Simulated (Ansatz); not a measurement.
# O (diamond type): how the settings move a single-point run

Aim: see which settings change the result for O (diamond type), by how much, and at what cost.

Program: Ansatz 0.2.0. Level of theory: reference: DFT, PBEsol, PAW with Ansatz's default frozen-core files, scalar-relativistic. These are calculated values, not measurements.

## (1) Starting point

The structure is cubic, space group Fd-3m (No. 227). Conventional cell: a = 4.094 Å, b = 4.094 Å, c = 4.094 Å, α = 90.00°, β = 90.00°, γ = 90.00°. O (site symmetry -43m) has 4 O at 1.77 Å in its first shell of neighbours.

As a file:

```
O
1.0
     0.00000    2.04710    2.04710
     2.04710    0.00000    2.04710
     2.04710    2.04710    0.00000
O
2
Direct
  0.87500 0.87500 0.87500
  0.12500 0.12500 0.12500
```

## (2) The reference run

The input, input.yaml:

```yaml
crystal:
  lattice:
    - [0.0, 2.047100862, 2.047100862]
    - [2.047100862, 0.0, 2.047100862]
    - [2.047100862, 2.047100862, 0.0]
  atoms:
    - { symbol: O, position: [-0.125, -0.125, -0.125] }
    - { symbol: O, position: [0.125, 0.125, 0.125] }
kpoints:
  mp_grid: { grid: [14, 14, 14] }
scf:
  occupations: { method: fermi_dirac, width: 0.08 }
hamiltonian:
  xc: pbesol
  pseudopotentials: { kind: paw }
output:
  forces: true
  stress: true
  eigenvalues: true
  populations: true
```

On the command line:

```
> ansatz run input.yaml --threads 1 --pin off --max-ram 2048MiB --backend cpu --events-out ev --progress --plain --runs-dir out
```

## (3) A further run, with the input changed

input.yaml, as its differences from that of step 2:

```diff
@@ -8,2 +8,3 @@
     - { symbol: O, position: [0.125, 0.125, 0.125] }
+  symmetry: { detect: false }
 kpoints:
@@ -12,5 +13,6 @@
   occupations: { method: fermi_dirac, width: 0.08 }
+  lower_state_search: standard
 hamiltonian:
   xc: pbesol
-  pseudopotentials: { kind: paw }
+  pseudopotentials: { kind: paw, source: jth }
 output:
```

(Steps that only read results are left out.)

What does the calculation give? Wanted: for each run, ending; energy change.

**Answer**, as computed:

```csv
run,ending,energy change,cycles,time
reference,converged,-,6,1.1 s
"1: symmetry.detect false, lower_state_search standard, pseudopotentials.source jth",refused,-,-,0.03 s
```

Residual by cycle in the longest SCF loop of each run; runs are numbered as in the table. The quantity is the density residual dr2, in eV.

```csv
cycle,reference
1,0.00498
2,3.0e-4
3,2.2e-5
4,9.5e-8
5,9.7e-10
6,5.0e-13
```

With the changed use of symmetry, search for lower states and potentials the run ends refused. Semilocal functionals close small gaps, so the missing gap need not be the real solid's. The structure is not at rest: the sound run finds 34 GPa, so these are no properties of the relaxed crystal.  1 of the 1 altered inputs did not end normally.
